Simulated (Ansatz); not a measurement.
# Sr3TiTe4: the cost of one run

Method: DFT PBE, scalar-relativistic, plane waves, PAW, in Ansatz 0.2.0.

## 1. The starting structure

It takes space group Pm-3m (No. 221, cubic). The conventional cell has a = 5.680 Å, b = 5.680 Å, c = 5.680 Å, α = 90.00°, β = 90.00°, γ = 90.00°. Sr (site symmetry 4/mmm) has 6 Te at 2.84 Å as nearest neighbours. Around Ti (site symmetry m-3m) lie 6 Te at 2.84 Å. Around Te (site symmetry 4/mmm) lie 4 Sr at 2.84 Å and 2 Ti at 2.84 Å. Te (site symmetry m-3m) is surrounded by 6 Sr at 2.84 Å.

As a file:

```cif
data_structure
_symmetry_space_group_name_H-M 'P 1'
_symmetry_Int_Tables_number 1
_cell_length_a 5.6796
_cell_length_b 5.6796
_cell_length_c 5.6796
_cell_angle_alpha 90.000
_cell_angle_beta 90.000
_cell_angle_gamma 90.000
_cell_volume 183.21
loop_
_atom_site_label
_atom_site_type_symbol
_atom_site_fract_x
_atom_site_fract_y
_atom_site_fract_z
_atom_site_occupancy
Sr1 Sr 0.50000 0.00000 0.00000 1
Sr2 Sr 0.00000 0.50000 0.00000 1
Sr3 Sr 0.00000 0.00000 0.50000 1
Ti1 Ti 0.50000 0.50000 0.50000 1
Te1 Te 0.00000 0.50000 0.50000 1
Te2 Te 0.50000 0.00000 0.50000 1
Te3 Te 0.50000 0.50000 0.00000 1
Te4 Te 0.00000 0.00000 0.00000 1
```

Recipe of the guess: ordered mixture on the cation sites of rock salt (Pm-3m, No. 221). The dimensions are guesses.

## 2. The guess as it stands, on a coarse mesh

The input, input.yaml:

```yaml
crystal:
  lattice:
    - [5.67962335, 0.0, 0.0]
    - [0.0, 5.67962335, 0.0]
    - [0.0, 0.0, 5.67962335]
  atoms:
    - { symbol: Sr, position: [0.5, 0.0, 0.0] }
    - { symbol: Sr, position: [0.0, 0.5, 0.0] }
    - { symbol: Sr, position: [0.0, 0.0, 0.5] }
    - { symbol: Ti, position: [0.5, 0.5, 0.5] }
    - { symbol: Te, position: [0.0, 0.5, 0.5] }
    - { symbol: Te, position: [0.5, 0.0, 0.5] }
    - { symbol: Te, position: [0.5, 0.5, 0.0] }
    - { symbol: Te, position: [0.0, 0.0, 0.0] }
basis:
  ecutwfc: 420
kpoints:
  mp_grid: { grid: [4, 4, 4] }
hamiltonian:
  xc: pbe
scf:
  occupations: { method: gaussian, width: 0.1 }
  lower_state_search: "off"
output:
  forces: true
  stress: true
  eigenvalues: true
```

Launch:

```sh
> ansatz run input.yaml --threads 1 --pin off --max-ram 2048MiB --backend cpu --events-out ev --progress --plain --runs-dir out
```

Q: Estimate wall time and peak memory on 1 thread of Arm Neoverse V1, shared host.

About 8.5 s, with a peak of 0.46 GiB.
